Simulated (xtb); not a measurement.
# GFN2-xTB run of CH5In (InH2Me)

What is the electronic atomisation energy of CH5In (InH2Me) at GFN2-xTB? 

The results are computed with xtb 6.7.1.

2 further runs of the same task are left out: 2 set aside as unsound or not needed.

## Step 1: The structure to begin with

CH5In: 7 atoms, total charge 0, spin state singlet. SMILES: `[H][In]([H])[CH3]`. The shape comes from GFN2-xTB, which is rough for such elements, and wasn't checked as a minimum.

Bond lengths: In1–C4 2.214 Å, In1–H2 1.738 Å, In1–H3 1.738 Å, C4–H5 1.090 Å, C4–H6 1.090 Å, C4–H7 1.090 Å. Angles: In1–C4–H5 109.8°, In1–C4–H6 109.7°, In1–C4–H7 109.6°, H2–In1–C4 124.3°, H3–In1–C4 124.4°, H5–C4–H6 109.0°, H5–C4–H7 108.9°, H6–C4–H7 109.8°, H2–In1–H3 111.3°.

## Step 2: Energy and gradient at GFN2-xTB

detailed.inp reads:

```
$chrg 0
$spin 0
$end
```

coord reads:

```
$coord
      1.074479377201      1.873417788170     -0.000245664396  in
      4.347995251106      2.126093068294      0.059866523628  h
     -0.351016627649      4.830612406075     -0.079160627361  h
     -1.009548387559     -1.754818576589      0.007445520931  c
     -1.180266245658     -2.466999661176     -1.917901941144  h
     -2.895457265413     -1.471000609931      0.787959102185  h
      0.013795000710     -3.137304414842      1.142037086156  h
$end
```

Command:

```sh
$ xtb coord --grad --gfn2 --input detailed.inp > coord.out
```

Output, cut to the lines that bear on the results:

```text
* xtb version 6.7.1
[...]
          :  # basis functions                  19          :
[...]
          :  # electrons                        12          :
[...]
          :  Hamiltonian                  GFN2-xTB          :
[...]
          :  net charge                          0          :
          :  unpaired electrons                  0          :
[...]
   *** convergence criteria satisfied after 11 iterations ***
[...]
         ::                     SUMMARY                     ::
         :::::::::::::::::::::::::::::::::::::::::::::::::::::
         :: total energy              -5.846216957426 Eh    ::
         :: gradient norm              0.000375317688 Eh/a0 ::
         :: HOMO-LUMO gap              4.415082039121 eV    ::
         ::.................................................::
         :: SCC energy                -5.906399719974 Eh    ::
         :: -> isotropic ES            0.009370200690 Eh    ::
         :: -> anisotropic ES          0.001666624454 Eh    ::
         :: -> anisotropic XC          0.002225389890 Eh    ::
         :: -> dispersion             -0.002299257967 Eh    ::
         :: repulsion energy           0.060182762548 Eh    ::
         :: add. restraining           0.000000000000 Eh    ::
         :: total charge              -0.000000000000 e     ::
         :::::::::::::::::::::::::::::::::::::::::::::::::::::
[...]
         6        2.0000           -0.3997760             -10.8785 (HOMO)
         7                         -0.2375248              -6.4634 (LUMO)
[...]
     #   Z          covCN         q      C6AA      α(0)
     1  49          2.646     0.153   276.943    31.479
     2   1          0.898    -0.097     5.469     3.659
     3   1          0.898    -0.097     5.467     3.658
     4   6          3.622    -0.164    24.209     7.093
     5   1          0.925     0.065     2.140     2.287
     6   1          0.925     0.071     2.080     2.255
     7   1          0.925     0.070     2.089     2.260
[...]
     #   Z sym  total        # sym  WBO       # sym  WBO       # sym  WBO
 ---------------------------------------------------------------------------
     1  49      2.502 --     4      0.873     2      0.729     3      0.729
     2   1      0.991 --     1      0.729     4      0.147     3      0.113
     3   1      0.991 --     1      0.729     4      0.147     2      0.113
     4   6      3.976 --     5      0.938     7      0.936     6      0.936
                             1      0.873     3      0.147     2      0.147
     5   1      0.996 --     4      0.938
     6   1      0.995 --     4      0.936
     7   1      0.995 --     4      0.936
 ---------------------------------------------------------------------------
[...]
molecular dipole:
                 x           y           z       tot (Debye)
 q only:       -0.338      -0.583       0.011
   full:       -0.397      -0.688       0.006       2.020
molecular quadrupole (traceless):
[...]
          | TOTAL ENERGY               -5.846216957426 Eh   |
          | GRADIENT NORM               0.000375317688 Eh/α |
          | HOMO-LUMO GAP               4.415082039121 eV   |
           -------------------------------------------------
[...]
```

Standard error:

```text
normal termination of xtb
```

It took 0.017 s on 1 thread of Arm Neoverse V2, shared host.

## Step 3: The C atom: the energy at GFN2-xTB

coord reads:

```
$coord angs
     0.0000000     0.0000000     0.0000000  C
$end
```

Run the same way, it converges to -1.79330 Eh (log not shown).

## Step 4: The H atom: a single-point energy at GFN2-xTB

coord reads:

```
$coord
      0.000000000000      0.000000000000      0.000000000000  h
$end
```

Command:

```sh
$ xtb coord --gfn 2 --sp --json -u 1 > xtb.out
```

Output, cut to the lines that bear on the results:

```text
* xtb version 6.7.1
[...]
          :  # basis functions                   1          :
[...]
          :  # electrons                         1          :
[...]
          :  Hamiltonian                  GFN2-xTB          :
[...]
          :  net charge                          0          :
          :  unpaired electrons                  1          :
[...]
   *** convergence criteria satisfied after 3 iterations ***
[...]
         ::                     SUMMARY                     ::
         :::::::::::::::::::::::::::::::::::::::::::::::::::::
         :: total energy              -0.393482763936 Eh    ::
         :: gradient norm              0.000000000000 Eh/a0 ::
         :: HOMO-LUMO gap              0.000000000000 eV    ::
         ::.................................................::
         :: SCC energy                -0.393482763936 Eh    ::
         :: -> isotropic ES            0.000000000000 Eh    ::
         :: -> anisotropic ES          0.000000000000 Eh    ::
         :: -> anisotropic XC          0.000000000000 Eh    ::
         :: -> dispersion              0.000000000000 Eh    ::
         :: repulsion energy           0.000000000000 Eh    ::
         :: add. restraining           0.000000000000 Eh    ::
         :: total charge              -0.000000000000 e     ::
         :::::::::::::::::::::::::::::::::::::::::::::::::::::
[...]
         1        1.0000           -0.3934828             -10.7072 (HOMO)
      -------------------------------------------------------------
[...]
     #   Z          covCN         q      C6AA      α(0)
     1   1          0.000    -0.000     7.620     5.048
 Mol. C6AA /au·bohr⁶  :          7.620475
 Mol. C8AA /au·bohr⁸  :         92.118965
 Mol. α(0) /au        :          5.047619
[...]
molecular dipole:
                 x           y           z       tot (Debye)
 q only:        0.000       0.000       0.000
   full:        0.000       0.000       0.000       0.000
molecular quadrupole (traceless):
[...]
          | TOTAL ENERGY               -0.393482763936 Eh   |
          | GRADIENT NORM               0.000000000000 Eh/α |
          | HOMO-LUMO GAP              10.707211000000 eV   |
           -------------------------------------------------
[...]
```

Standard error:

```text
normal termination of xtb
```

Wall time 0.017 s (1 thread of Arm Neoverse V2, shared host).

## Step 5: The In atom: the energy at GFN2-xTB

struc.xyz reads:

```xyz
1
InH2Me
In     0.00000000     0.00000000     0.00000000
```

Run the same way, it converges to -1.12594 Eh (log not shown).

## Step 6: Results

Level: GFN2-xTB.

| quantity | value |
| --- | --- |
| molecule: total energy | -5.84622 Eh |
| molecule: dipole moment | 2.02 D |
| molecule: HOMO energy | -10.88 eV |
| molecule: LUMO energy | -6.46 eV |
| molecule: HOMO–LUMO gap | 4.42 eV |
| molecule: dispersion energy | -6.04 kJ/mol |
| molecule: largest force on an atom | 0.012 eV/Å |
| molecule: mean polarisability (D4 model) | 52.7 bohr³ |
| C atom: total energy | -1.79330 Eh |
| C atom: dipole moment | 0.00 D |
| C atom: HOMO energy (partly filled) | -12.88 eV |
| C atom: LUMO energy | -12.88 eV |
| C atom: mean polarisability (D4 model) | 12.3 bohr³ |
| H atom: total energy | -0.39348 Eh |
| H atom: dipole moment | 0.00 D |
| H atom: HOMO energy (partly filled) | -10.71 eV |
| H atom: mean polarisability (D4 model) | 5.0 bohr³ |
| In atom: total energy | -1.12594 Eh |
| In atom: dipole moment | 0.00 D |
| In atom: HOMO energy (partly filled) | -4.51 eV |
| In atom: LUMO energy | -4.51 eV |
| In atom: mean polarisability (D4 model) | 72.9 bohr³ |
| electronic atomisation energy | 26.111 eV |

In words: The method runs without spin polarisation, so open shells lack the exchange term that lowers high spin: such energies come out too high. Taking the molecule apart into free atoms costs 26.11 eV (602 kcal/mol), before zero-point energy and without spin-orbit coupling. Tight-binding and semi-empirical models aren't fitted to free atoms, so this value can be far from the true one.
